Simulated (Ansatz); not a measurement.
# TiRh3: stress in a strained cell

TiRh3 is deformed so: zz strain of -1 %. What stress and forces result, by LAPW, PAW and all-electron datasets made for the crystal?

Program: Ansatz 0.2.0. Level of theory: DFT LDA, scalar-relativistic. These are calculated values, not measurements.

### Step 1. The system as given

The structure is cubic, space group Pm-3m (No. 221). Conventional cell: a = 3.822 Å, b = 3.822 Å, c = 3.822 Å, α = 90.00°, β = 90.00°, γ = 90.00°. Around Ti (site symmetry m-3m) lie 12 Rh at 2.70 Å. Around Rh (site symmetry 4/mmm) lie 4 Ti at 2.70 Å and 8 Rh at 2.70 Å.

As a file:

```xyz
4
Lattice="3.8220 0.0000 0.0000 0.0000 3.8220 0.0000 0.0000 0.0000 3.8220" Properties=species:S:1:pos:R:3 pbc="T T T"
Ti    0.0000    0.0000    0.0000
Rh    0.0000    1.9110    1.9110
Rh    1.9110    0.0000    1.9110
Rh    1.9110    1.9110    0.0000
```

Atoms are numbered in the order of the input: Ti1, Rh2, Rh3, Rh4.

### Step 2. After the deformation

Space group Pm-3m before, P4/mmm after.

### Step 3. All-electron LAPW

Input file input.yaml:

```yaml
crystal:
  lattice:
    - [3.822, 0.0, 0.0]
    - [0.0, 3.822, 0.0]
    - [0.0, 0.0, 3.78378]
  atoms:
    - { symbol: Ti, position: [0.0, 0.0, 0.0] }
    - { symbol: Rh, position: [0.0, 0.5, 0.5] }
    - { symbol: Rh, position: [0.5, 0.0, 0.5] }
    - { symbol: Rh, position: [0.5, 0.5, 0.0] }
kpoints:
  mp_grid: { grid: [10, 10, 10] }
  band_path:
    path:
      - [0.0, 0.0, 0.0]
      - [0.0, 0.5, 0.0]
      - [0.5, 0.5, 0.0]
      - [0.0, 0.0, 0.0]
      - [0.0, 0.0, 0.5]
      - [0.0, 0.5, 0.5]
      - [0.5, 0.5, 0.5]
      - [0.0, 0.0, 0.5]
      - [0.0, 0.5, 0.0]
    npoints: 5
scf:
  occupations: { method: fermi_dirac, width: 0.03 }
hamiltonian:
  xc: lda
  pseudopotentials: { kind: all_electron, lapw: { basis_error: 0.001 } }
output:
  forces: true
  stress: true
  eigenvalues: true
```

Run with:

```bash
$ ansatz run input.yaml --threads 1 --pin off --max-ram 4096MiB --backend cpu --events-out ev --progress --plain --runs-dir out
```

Output, shortened:

```text
LAPW: plane waves up to 8.519 Å⁻¹, error target 1.0e-3 eV per atom; small_component_spin mean_spin; Ti in spheres of 1.345 Å, 12 of its electrons in bands, Dirac shells []; Rh in spheres of 1.345 Å, 27 of its electrons in bands, Dirac shells []
[...]
Pseudopotentials: kind: all_electron
Pseudopotential: Ti, LAPW, valence charge 12, Koelling and Harmon's equation, gaussian nucleus
Pseudopotential: Rh, LAPW, valence charge 27, Koelling and Harmon's equation, gaussian nucleus
Functional definition: SPW92
[...]
Crystal: 4 atoms, lattice volume = 55.272 Å³
Basis set: ecut = 276.47638697418733 eV, 587 PW (Γ), exchange–correlation at level 2
Bands: 56, of which v1, the nominal top of the filled ones, is band 47 counted from 1 (46 counted from 0)
Symmetry: 16 space group operations
Space group: P4/mmm (ITA 123), of the structure as read, at distance tolerance 3.8e-5 Å
k-points: 126 of 1000
[...]
SCF iter   1: F=—  HF=-413378.897724 eV  |F-HF|=—  |Δ(HF+E_count)|=         —  Δρ=6.18e-2  dr2=3.65e0  ethr=3.92e-3  ⟨swp⟩=2.0  Hψ=46044  notcnv=0
[...]
the basis was enlarged: its passes take 898.9 KiB over the memory plan, 1 of 1 planned eigensolver slots
[...]
SCF iter  13: F=-413376.246651 eV  HF=-413376.246651 eV  |F-HF|=9.97e-8  |Δ(HF+E_count)|=   1.19e-7  Δρ=8.84e-6  dr2=7.05e-8  ethr=5.75e-10  ⟨swp⟩=2.0  Hψ=20888  notcnv=0
[...]
NSCF: frozen V_eff on 41 k-points
SCF converged after 13 iterations
Free energy (F): -413376.246651 eV
[...]
E sigma→0 (E₀):  -413376.240928 eV
Entropy (-TS):   -0.011447 eV (-2.862 meV/atom)
Fermi energy:    22.209637 eV
[...]
--- Forces (eV/Å), atoms counted from 1 ---
  atom   1  Ti    -0.00000000    -0.00000000     0.00000000
  atom   2  Rh    -0.00000000     0.00000000     0.00000000
  atom   3  Rh    -0.00000000    -0.00000000    -0.00000000
  atom   4  Rh    -0.00000000    -0.00000000    -0.00000000
[...]
--- Stress (GPa, compression-positive) ---
       -8.537364      -0.000000      -0.000000
       -0.000000      -8.537364      -0.000000
       -0.000000      -0.000000      -6.621352
  P = ⅓ Tr σ = -7.8987 GPa (-78.987 kbar)
--- Band table (eV; the first three rows and the last of 126) ---
[...]
```

Wall time 3.8 min (1 thread of AMD EPYC 7R43 (Zen 3), shared host); peak memory 1.2 GiB.

Result: pressure -7.90 GPa; no gap.

### Step 4. PAW on the default files

Input file input.yaml:

```yaml
crystal:
  lattice:
    - [3.822, 0.0, 0.0]
    - [0.0, 3.822, 0.0]
    - [0.0, 0.0, 3.78378]
  atoms:
    - { symbol: Ti, position: [0.0, 0.0, 0.0] }
    - { symbol: Rh, position: [0.0, 0.5, 0.5] }
    - { symbol: Rh, position: [0.5, 0.0, 0.5] }
    - { symbol: Rh, position: [0.5, 0.5, 0.0] }
kpoints:
  mp_grid: { grid: [10, 10, 10] }
scf:
  occupations: { method: fermi_dirac, width: 0.03 }
hamiltonian:
  xc: lda
  pseudopotentials: { kind: paw }
output:
  forces: true
  stress: true
  eigenvalues: true
  efg: { contact_densities: true }
  write_density: true
  write_potential: true
  elf: true
  volumetric_format: npy
```

Run with:

```bash
$ ansatz run input.yaml --threads 1 --pin off --max-ram 4096MiB --backend cpu --events-out ev --progress --plain --runs-dir out
```

Output, shortened:

```text
Rh: output.efg is read without spin–orbit coupling, which moves field gradients at and beside such atoms by some per cent and up to a factor of two; PAW files take it under magnetization.noncollinear and magnetization.spin_orbit
[...]
Pseudopotentials: kind: paw
Pseudopotential: Ti, paw, valence charge 12, recommended cutoff 420 eV (normal)
Pseudopotential: Rh, paw, valence charge 17, recommended cutoff 420 eV (normal)
[... 1 set-up line as earlier in the session ...]
[...]
Crystal: 4 atoms, lattice volume = 55.272 Å³
Basis set: ecut = 420 eV, 1045 PW (Γ)
Bands: 38, of which v1, the nominal top of the filled ones, is band 32 counted from 1 (31 counted from 0)
[... 2 set-up lines as earlier in the session ...]
k-points: 126 of 1000
[...]
--- Stress (GPa, compression-positive) ---
       -8.589760      -0.000000      -0.000000
       -0.000000      -8.589760      -0.000000
       -0.000000      -0.000000      -6.673202
  P = ⅓ Tr σ = -7.9509 GPa (-79.509 kbar)
--- PAW observables at the nuclei: V_zz in 10²¹ V/m², potentials from the cell's mean, atoms counted from 1 ---
  atom   1  Ti V_zz =    -0.023481   η = 0.0000   by run symmetry: allowed
            electrostatic potential = -2539.665674 V   contact ρ = 56425.740544 e/Å³
  atom   2  Rh V_zz =    -2.945234   η = 0.0513   by run symmetry: allowed
            electrostatic potential = -7028.085115 V   contact ρ = 786625.730018 e/Å³
  atom   3  Rh V_zz =    -2.945234   η = 0.0513   by run symmetry: allowed
            electrostatic potential = -7028.085115 V   contact ρ = 786625.730018 e/Å³
  atom   4  Rh V_zz =    -2.709070   η = 0.0000   by run symmetry: allowed
            electrostatic potential = -7028.094882 V   contact ρ = 786625.664813 e/Å³
--- Band table (eV; the first three rows and the last of 126) ---
[...]
```

Run time: 22 s. Hardware: 1 thread of AMD EPYC 7R43 (Zen 3), shared host; peak memory 0.57 GiB.

Read from it: pressure -7.95 GPa; no gap; Vzz Ti1 -0.02 (η = 0.00), Rh2 -2.95 (η = 0.05), Rh4 -2.71 (η = 0.00) (10²¹ V/m²).

Density in a lattice plane of the grid's cell (edges 3.82 and 3.78 Å, at 0.000 of the third edge), which holds Ti and Rh.

Values in e/Å³, 12 rows by 12 columns:
```
 8.26  6.07  2.02  0.35  0.21  0.20  0.20  0.20  0.21  0.35  2.02  6.07
 3.09  2.01  0.68  0.29  0.27  0.30  0.32  0.30  0.27  0.29  0.68  2.01
 0.52  0.41  0.31  0.32  0.49  0.76  0.97  0.76  0.49  0.32  0.31  0.41
 0.20  0.21  0.27  0.47  1.35  3.31  4.56  3.31  1.35  0.47  0.27  0.21
 0.18  0.20  0.30  0.69  3.30  8.32 11.21  8.32  3.30  0.69  0.30  0.20
 0.18  0.20  0.31  0.82  4.34 10.75 14.73 10.75  4.34  0.82  0.31  0.20
 0.18  0.20  0.30  0.69  3.30  8.32 11.21  8.32  3.30  0.69  0.30  0.20
 0.20  0.21  0.27  0.47  1.35  3.31  4.56  3.31  1.35  0.47  0.27  0.21
 0.52  0.41  0.31  0.32  0.49  0.76  0.97  0.76  0.49  0.32  0.31  0.41
 3.09  2.01  0.68  0.29  0.27  0.30  0.32  0.30  0.27  0.29  0.68  2.01
 8.26  6.07  2.02  0.35  0.21  0.20  0.20  0.20  0.21  0.35  2.02  6.07
10.16  8.26  3.05  0.41  0.20  0.18  0.17  0.18  0.20  0.41  3.05  8.26
```
Columns run along the first of these edges and rows up along the second, over one cell in 12 and 12 even steps from the bottom left corner. Atoms in the plane (fractional): Ti at (0.00, 0.00), Rh at (0.50, 0.50).

ELF in the same plane.

Ten even steps from ' ' (0.00) to '@' (0.78):
```
..::++####==......::----------::......==####++::
++**####**--....::--------------::....--**####**
######**--::..::------------------::..::--**####
++++==--::..::----------------------::..::--==++
::::....::::--------==========--------::::....::
......::::----====++**********++====----::::....
::::::--------==**##%%%%%%%%%%##**==--------::::
::::----------++##%%@@@@@@@@@@%%##++----------::
--------------++##@@@@@@@@@@@@@@##++------------
--------------**##@@@@@@@@@@@@@@##**------------
--------------++##@@@@@@@@@@@@@@##++------------
::::----------++##%%@@@@@@@@@@%%##++----------::
::::::--------==**##%%%%%%%%%%##**==--------::::
......::::----====++**********++====----::::....
::::....::::--------==========--------::::....::
++++==--::..::----------------------::..::--==++
######**--::..::------------------::..::--**####
++**####**--....::--------------::....--**####**
..::++####==......::----------::......==####++::
    ==####==......::----------::......==####==  
```
Columns run along the first of these edges and rows up along the second, over one cell in 24 and 20 even steps from the bottom left corner. Atoms in the plane (fractional): Ti at (0.00, 0.00), Rh at (0.50, 0.50).

Both are smooth fields of the valence electrons: close to the nuclei they are not physical.

### Step 5. All-electron PAW on datasets made for the crystal

Edit input.yaml of step 4 so:

```diff
@@ -16,3 +16,3 @@
   xc: lda
-  pseudopotentials: { kind: paw }
+  pseudopotentials: { kind: all_electron, datasets: crystal }
 output:
@@ -22,5 +22 @@
   efg: { contact_densities: true }
-  write_density: true
-  write_potential: true
-  elf: true
-  volumetric_format: npy
```

Run with:

```bash
$ ansatz run input.yaml --threads 1 --pin off --max-ram 4096MiB --backend cpu --events-out ev --progress --plain --runs-dir out
```

Output, shortened:

```text
[...]
band count auto-derived: 25 (N_el = 31.0; filled up to band 16; 20 by the electrons, moments and atoms)
Rh: output.efg is read without spin–orbit coupling, which moves field gradients at and beside such atoms by some per cent and up to a factor of two; PAW files take it under magnetization.noncollinear and magnetization.spin_orbit
[...]
[... 1 set-up line as earlier in the session ...]
Pseudopotential: Ti, paw, valence charge 12, recommended cutoff 300 eV (normal), Koelling and Harmon's equation, gaussian nucleus
Pseudopotential: Rh, paw, valence charge 17, recommended cutoff 300 eV (normal), Koelling and Harmon's equation, gaussian nucleus
[... 1 set-up line as earlier in the session ...]
[...]
Crystal: 4 atoms, lattice volume = 55.272 Å³
Basis set: ecut = 300 eV, 651 PW (Γ)
Bands: 25, of which v1, the nominal top of the filled ones, is band 16 counted from 1 (15 counted from 0)
[...]
       -0.000000      -8.539957      -0.000000
       -0.000000      -0.000000      -6.623924
  P = ⅓ Tr σ = -7.9013 GPa (-79.013 kbar)
  It holds what live shells' own plane waves past their cutoff add
--- PAW observables at the nuclei: V_zz in 10²¹ V/m², potentials from the cell's mean, atoms counted from 1 ---
  atom   1  Ti V_zz =    -0.029663   η = 0.0000   by run symmetry: allowed
            electrostatic potential = -2536.586521 V   contact ρ = 56472.289587 e/Å³
  atom   2  Rh V_zz =    -3.023839   η = 0.0516   by run symmetry: allowed
            electrostatic potential = -7023.974290 V   contact ρ = 786637.874676 e/Å³
  atom   3  Rh V_zz =    -3.023839   η = 0.0516   by run symmetry: allowed
            electrostatic potential = -7023.974290 V   contact ρ = 786637.874683 e/Å³
  atom   4  Rh V_zz =    -2.782967   η = 0.0000   by run symmetry: allowed
            electrostatic potential = -7023.983778 V   contact ρ = 786637.812059 e/Å³
--- Band table (eV; the first three rows and the last of 126) ---
[... band rows left out ...]
[...]
```

Wall time 67 s (1 thread of AMD EPYC 7R43 (Zen 3), shared host); peak memory 1.1 GiB.

Read from it: pressure -7.90 GPa; no gap; Vzz Ti1 -0.03 (η = 0.00), Rh2 -3.02 (η = 0.05), Rh4 -2.78 (η = 0.00) (10²¹ V/m²).

### Step 6. Side by side

Stress (GPa, compression positive):

```csv
method,xx,yy,zz,yz,xz,xy
LAPW,-8.54,-8.54,-6.62,0.00,0.00,0.00
PAW,-8.59,-8.59,-6.67,0.00,0.00,0.00
crystal datasets,-8.54,-8.54,-6.62,0.00,0.00,0.00
```

| method | pressure (GPa) | Vzz Ti1 (10²¹ V/m²) | Vzz Rh2 (10²¹ V/m²) | Vzz Rh4 (10²¹ V/m²) | SCF cycles, by the record's count |
| --- | --- | --- | --- | --- | --- |
| LAPW | -7.90 | – | – | – | 13 |
| PAW | -7.95 | -0.02 | -2.95 | -2.71 | 6 |
| crystal datasets | -7.90 | -0.03 | -3.02 | -2.78 | 11 |

### Step 7. Summary of results

| quantity | value |
| --- | --- |
| pressure | LAPW -7.90, PAW -7.95, crystal datasets -7.90 GPa |
| largest shear or deviatoric stress (LAPW) | 1.28 GPa |

In words: The largest part of the stress beyond the pressure is 1.28 GPa in size, in the zz component; the atoms are carried along and not relaxed. No run of the undeformed cell stands beside it, so pressure and stress hold what the given cell had before the change, as far as its symmetry allows. PAW: stress within 0.06 GPa of LAPW. Crystal datasets: stress within 0.01 GPa of LAPW.
